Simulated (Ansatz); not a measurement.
# C2H9NSSi: up Jacob's ladder to CCSD(T)

An exercise on one series of results from a longer session: the logs are not shown, and one member is left open.

Method: functionals in def2-TZVPP, the program's frozen cores in correlated methods; program: Ansatz 0.2.0, Gaussian basis.

Plan: LDA (SPW92), PBE-D4, revPBE-D4, BLYP-D4, r2SCAN-D4, B97M-V, PBE0-D4, B3LYP-D4, r2SCANh-D4, r2SCAN0-D4, HSE06-D4, BHLYP-D4, CAM-B3LYP-D4, LC-ωPBE, ωB97X-V, ωB97M-V, B2PLYP, PBE-QIDH; CCSD(T)/def2-SVP; CCSD(T)/def2-TZVPP; MP2/def2-QZVPP; extrapolation to the limit; RPA on PBE.

## The relaxed structure

The geometry comes from an earlier relaxation with PBE0-D4 in a triple-zeta def2 set; it is a stationary point, not always the lowest conformer.

SMILES `NC(S)C[SiH3]`, 14 atoms, charge 0, spin multiplicity 1.

Atoms are counted from 1 here; the program's logs count them from 0.

Bond lengths: N1–C2 1.446 Å, N1–H6 1.015 Å, N1–H7 1.014 Å, C2–S3 1.820 Å, C2–C4 1.529 Å, C2–H8 1.094 Å, S3–H9 1.342 Å, C4–Si5 1.888 Å, C4–H10 1.096 Å, C4–H11 1.096 Å, Si5–H12 1.489 Å, Si5–H13 1.484 Å, Si5–H14 1.488 Å. Angles: C2–N1–H6 110.2°, C2–N1–H7 110.1°, H6–N1–H7 108.0°, N1–C2–S3 109.4°, N1–C2–C4 116.2°, N1–C2–H8 107.4°, S3–C2–C4 107.3°, S3–C2–H8 107.4°, C4–C2–H8 108.7°, C2–S3–H9 95.6°, C2–C4–Si5 115.6°, C2–C4–H10 109.7°, C2–C4–H11 108.0°, Si5–C4–H10 109.2°, Si5–C4–H11 107.5°, H10–C4–H11 106.5°, C4–Si5–H12 108.9°, C4–Si5–H13 112.0° and more.

Set-up of the first run:

in.yaml reads:

```yaml
crystal:
  periodic: [false, false, false]
  atoms:
    - {symbol: N, position_ang: [-1.464398, 1.391288, 0.775769]}
    - {symbol: C, position_ang: [-0.497439, 0.325977, 0.634111]}
    - {symbol: S, position_ang: [0.988518, 0.723110, 1.607866]}
    - {symbol: C, position_ang: [-0.038427, 0.017024, -0.791351]}
    - {symbol: Si, position_ang: [1.145770, -1.442266, -0.967934]}
    - {symbol: H, position_ang: [-2.308140, 1.169841, 0.257566]}
    - {symbol: H, position_ang: [-1.087567, 2.256450, 0.404825]}
    - {symbol: H, position_ang: [-0.939769, -0.577140, 1.064266]}
    - {symbol: H, position_ang: [0.334985, 0.943838, 2.759411]}
    - {symbol: H, position_ang: [0.420635, 0.909266, -1.232609]}
    - {symbol: H, position_ang: [-0.927330, -0.205305, -1.392775]}
    - {symbol: H, position_ang: [1.155216, -1.885751, -2.389159]}
    - {symbol: H, position_ang: [2.532347, -1.083990, -0.578657]}
    - {symbol: H, position_ang: [0.672799, -2.571644, -0.122627]}
basis:
  gaussian: {orbitals: def2-TZVPP}
hamiltonian: {xc: lda}
output: {orbitals: {seedname: orbitals}}
```

Steps of the session up to this table: LDA; PBE-D4 (GGA); revPBE-D4 (GGA); BLYP-D4 (GGA); r2SCAN-D4 (meta-GGA); B97M-V (meta-GGA); PBE0-D4 (hybrid); B3LYP-D4 (hybrid); r2SCANh-D4 (hybrid); r2SCAN0-D4 (hybrid); HSE06-D4 (hybrid); BHLYP-D4 (hybrid); CAM-B3LYP-D4 (range-separated); LC-ωPBE (range-separated); ωB97X-V (range-separated); ωB97M-V (range-separated); B2PLYP (double hybrid); PBE-QIDH (double hybrid).

One table of the session follows, with a row left open; its other results are not shown here.

It belongs to the step «Frontier levels by functional». 

| functional | HOMO (eV) | gap (eV) |
| --- | --- | --- |
| LDA (SPW92) | -5.69 | 4.76 |
| PBE-D4 | -5.58 | 4.86 |
| revPBE-D4 | -5.53 | 4.92 |
| BLYP-D4 | -5.45 | 4.83 |
| r2SCAN-D4 | -5.86 | 5.48 |
| B97M-V | -6.03 | 5.46 |
| PBE0-D4 | ? | ? |
| B3LYP-D4 | -6.64 | 6.58 |
| r2SCANh-D4 | -6.34 | 6.29 |
| r2SCAN0-D4 | -7.06 | 7.48 |
| HSE06-D4 | -6.47 | 6.29 |
| BHLYP-D4 | -8.03 | 9.05 |
| CAM-B3LYP-D4 | -8.23 | 9.38 |
| LC-ωPBE | -9.62 | 11.98 |
| ωB97X-V | -9.28 | 11.46 |
| ωB97M-V | -9.14 | 10.98 |

Estimate the missing values for PBE0-D4.

As computed: HOMO (eV): -6.88; gap (eV): 7.06. In the column «HOMO (eV)» it lies between r2SCAN0-D4 (-7.06) and B3LYP-D4 (-6.64).
